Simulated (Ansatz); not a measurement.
# Sc3TeBr: the cost of one run

Computed with Ansatz 0.2.0 (DFT PBE, scalar-relativistic, plane waves, PAW, unless a step's input says otherwise).

## 1. The system as given

It takes space group Pm-3m (No. 221, cubic). The conventional cell has a = 4.933 Å, b = 4.933 Å, c = 4.933 Å, α = 90.00°, β = 90.00°, γ = 90.00°. Sc (site symmetry 4/mmm) has 2 Br at 2.47 Å and 8 Sc at 3.49 Å and 4 Te at 3.49 Å as nearest neighbours. Around Te (site symmetry m-3m) lie 12 Sc at 3.49 Å. Around Br (site symmetry m-3m) lie 6 Sc at 2.47 Å.

Coordinates:

```
Sc Te Br
1.0
     4.93261    0.00000    0.00000
     0.00000    4.93261    0.00000
     0.00000    0.00000    4.93261
Sc Te Br
3 1 1
Direct
  0.00000 0.50000 0.50000
  0.50000 0.50000 0.00000
  0.50000 0.00000 0.50000
  0.00000 0.00000 0.00000
  0.50000 0.50000 0.50000
```

The cell is invented: species swapped into a database cell of Sc3SnC (Pm-3m, No. 221), with Te on the Sn sites and Br on the C sites. Lengths come from tabulated atomic sizes and are only a guess.

## 2. Probe: one point on a coarse mesh

input.yaml reads:

```yaml
crystal:
  lattice:
    - [4.93260996, 0.0, 0.0]
    - [0.0, 4.93260996, 0.0]
    - [0.0, 0.0, 4.93260996]
  atoms:
    - { symbol: Sc, position: [0.0, 0.5, 0.5] }
    - { symbol: Sc, position: [0.5, 0.5, 0.0] }
    - { symbol: Sc, position: [0.5, 0.0, 0.5] }
    - { symbol: Te, position: [0.0, 0.0, 0.0] }
    - { symbol: Br, position: [0.5, 0.5, 0.5] }
basis:
  ecutwfc: 420
kpoints:
  mp_grid: { grid: [4, 4, 4] }
hamiltonian:
  xc: pbe
scf:
  occupations: { method: gaussian, width: 0.1 }
  lower_state_search: "off"
output:
  forces: true
  stress: true
  eigenvalues: true
```

On the command line:

```bash
$ ansatz run input.yaml --threads 1 --pin off --max-ram 2048MiB --backend cpu --events-out ev --progress --plain --runs-dir out
```

**Question.** How long does this run take on 1 thread of Arm Neoverse V2, shared host, and how much memory does it need?

About 2.4 s, with a peak of 0.38 GiB.
